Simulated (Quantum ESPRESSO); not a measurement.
Crystal: HPbNO4.

```
H Pb N O
1.0
     4.27531   -0.00040    0.00636
    -2.08399    5.20775   -0.04907
    -2.12377   -1.86574    4.91491
H Pb N O
1 1 1 4
Direct
  0.99073 0.03330 0.90994
  0.50274 0.81989 0.14287
  0.00838 0.47408 0.50265
  0.99816 0.92741 0.02877
  0.19467 0.73435 0.60852
  0.81673 0.35882 0.24556
  0.01381 0.33121 0.65217
```

The cell was built by a generator and needn't be a form met in nature.

Base run:

| Property | Result |
| --- | --- |
| Program | Quantum ESPRESSO 7.5 |
| Functional | PBEsol |
| Potentials or basis | SG15 PBE 1.2 |
| Cutoff | 1197 eV |
| Density cutoff | 4789 eV |
| k mesh | 5 × 4 × 4 |
| Occupations | fermi-dirac, width 0.05 eV |
| Spin | no spin polarisation |

Its results: band gap on the k mesh 2.95 eV, indirect (least direct gap 3.17 eV); pressure -1.7 GPa; largest force 0.289 eV/Å.

Question: After a change of settings the same cell gave: band gap on the k mesh 2.93 eV, indirect (least direct gap 3.16 eV); pressure -3.3 GPa; largest force 0.691 eV/Å. Which change was it?
A. functional from PBEsol to PBE
B. functional from PBEsol to PBE; k mesh from 5 × 4 × 4 to 3 × 3 × 3
C. functional from PBEsol to LDA

Answer: C.

LDA binds more tightly than PBEsol, so the same cell stands under less pressure.

Caveats: the potentials were made for another functional, which shifts forces and pressure; spin-orbit coupling is left out, which as a rule narrows the gap of such compounds by several tenths of an eV.
